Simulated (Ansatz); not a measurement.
# SrMn2As2: the cost of one run

Method: DFT LDA, scalar-relativistic, plane waves, PAW, in Ansatz 0.2.0.

## (1) Starting point

The structure is trigonal, space group P-3m1 (No. 164). Conventional cell: a = 3.865 Å, b = 3.865 Å, c = 7.187 Å, α = 90.00°, β = 90.00°, γ = 120.00°. Around Sr (site symmetry -3m) lie 6 As at 3.03 Å. Mn (site symmetry 3m) is surrounded by 4 As at 2.31 to 2.36 Å. As (site symmetry 3m) is surrounded by 4 Mn at 2.31 to 2.36 Å and 3 Sr at 3.03 Å.

Coordinates:

```cif
data_structure
_symmetry_space_group_name_H-M 'P 1'
_symmetry_Int_Tables_number 1
_cell_length_a 3.8645
_cell_length_b 3.8645
_cell_length_c 7.1872
_cell_angle_alpha 90.000
_cell_angle_beta 90.000
_cell_angle_gamma 120.000
_cell_volume 92.96
loop_
_atom_site_label
_atom_site_type_symbol
_atom_site_fract_x
_atom_site_fract_y
_atom_site_fract_z
_atom_site_occupancy
Sr1 Sr 0.00000 0.00000 0.00000 1
Mn1 Mn 0.33333 0.66667 0.60715 1
Mn2 Mn 0.66667 0.33333 0.39285 1
As1 As 0.33333 0.66667 0.28526 1
As2 As 0.66667 0.33333 0.71474 1
```

An earlier run at LDA left this cell at 18.591 Å³/atom and 0.01 GPa (12×12×6 mesh).

## (2) Antiferromagnetic, in the cell as typed

Contents of input.yaml:

```yaml
crystal:
  lattice:
    - [3.8645076153, 0.0, 0.0]
    - [-1.9322538077, 3.346761768, 0.0]
    - [0.0, 0.0, 7.1872481844]
  atoms:
    - { symbol: Sr, position: [0.0, 0.0, 0.0] }
    - { symbol: Mn, position: [0.3333333333, 0.6666666667, 0.6071548301], spin: 3.5 }
    - { symbol: Mn, position: [0.6666666667, 0.3333333333, 0.3928451699], spin: -3.5 }
    - { symbol: As, position: [0.3333333333, 0.6666666667, 0.2852584771] }
    - { symbol: As, position: [0.6666666667, 0.3333333333, 0.7147415229] }
basis:
  ecutwfc: 420
  ecutrho_ratio: 4
kpoints:
  mp_grid: { grid: [12, 12, 6] }
hamiltonian:
  xc: lda
scf:
  occupations: { method: gaussian, width: 0.05 }
  lower_state_search: "off"
output:
  forces: true
  stress: true
  eigenvalues: true
  populations: true
magnetization:
  spin_polarized: true
```

On the command line:

```console
> ansatz run input.yaml --threads 4 --pin off --max-ram 10240MiB --backend cpu --events-out ev --progress --plain --runs-dir out
```

Q: Estimate wall time and peak memory on 4 threads of Arm Neoverse V2, shared host.

About 32 s, with a peak of 0.86 GiB.
